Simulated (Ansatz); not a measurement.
# ClH₂O₂Si radical: how energies converge with the basis set

The task here is to estimate one member of a computed series from the others.

The runs use Ansatz 0.2.0, Gaussian basis; one geometry, several basis sets.

Plan: PBE0-D4/def2-SVP; ωB97M-V/def2-SVP; PBE0-D4/def2-QZVPP; ωB97M-V/def2-QZVPP; CCSD(T)/cc-pV(D+d)Z; CCSD(T)/cc-pV(T+d)Z; CCSD(T)/cc-pV(Q+d)Z; the functionals' def2-TZVPP values are taken from earlier runs.

## The geometry

An earlier PBE0-D4 in a triple-zeta def2 set relaxation fixed the geometry.

SMILES `O[Si](O)Cl`, 6 atoms, charge 0, spin multiplicity 2.

Atoms are counted from 1 here; the program's logs count them from 0.

Bond lengths: O1–Si2 1.632 Å, O1–H5 0.959 Å, Si2–O3 1.632 Å, Si2–Cl4 2.078 Å, O3–H6 0.959 Å. Angles: Si2–O1–H5 117.0°, O1–Si2–O3 103.5°, O1–Si2–Cl4 111.0°, O3–Si2–Cl4 111.0°, Si2–O3–H6 117.0°.

Set-up of the first run:

File in.yaml:

```yaml
crystal:
  periodic: [false, false, false]
  atoms:
    - {symbol: O, position_ang: [-0.320692, 1.391269, -0.390787]}
    - {symbol: Si, position_ang: [0.131791, -0.176792, -0.408186]}
    - {symbol: O, position_ang: [1.197482, -0.280965, 0.823635]}
    - {symbol: Cl, position_ang: [-1.498492, -1.425043, -0.089571]}
    - {symbol: H, position_ang: [-1.028831, 1.647444, -0.984605]}
    - {symbol: H, position_ang: [1.518752, -1.155903, 1.049514]}
basis:
  gaussian: {orbitals: def2-SVP}
magnetization: {spin_polarized: true, initial_magnetization: 1}
hamiltonian: {xc: pbe0, dispersion: d4}
output: {orbitals: {seedname: orbitals}}
```

Started as:

```
$ ansatz run in.yaml --threads 2 --pin off --events-out ev --progress --plain --max-ram 32768MiB --backend cpu
```

Steps of the session up to this table: PBE0-D4 in def2-SVP; ωB97M-V in def2-SVP; PBE0-D4 in def2-QZVPP; ωB97M-V in def2-QZVPP.

One table of the session follows, with a row left open; its other results are not shown here.

| functional | basis | HOMO (eV) | LUMO (eV) |
| --- | --- | --- | --- |
| PBE0-D4 | def2-SVP | -6.11 | -2.29 |
| PBE0-D4 | def2-TZVPP | -6.30 | -2.40 |
| PBE0-D4 | def2-QZVPP | ? | ? |
| ωB97M-V | def2-SVP | -7.87 | -0.63 |
| ωB97M-V | def2-TZVPP | -8.08 | -0.83 |
| ωB97M-V | def2-QZVPP | -8.16 | -0.98 |

Estimate the missing values for PBE0-D4, def2-QZVPP.

**Answer.** HOMO (eV): -6.37; LUMO (eV): -2.50. In the column «HOMO (eV)» it lies between ωB97M-V, def2-SVP (-7.87) and PBE0-D4, def2-TZVPP (-6.30).
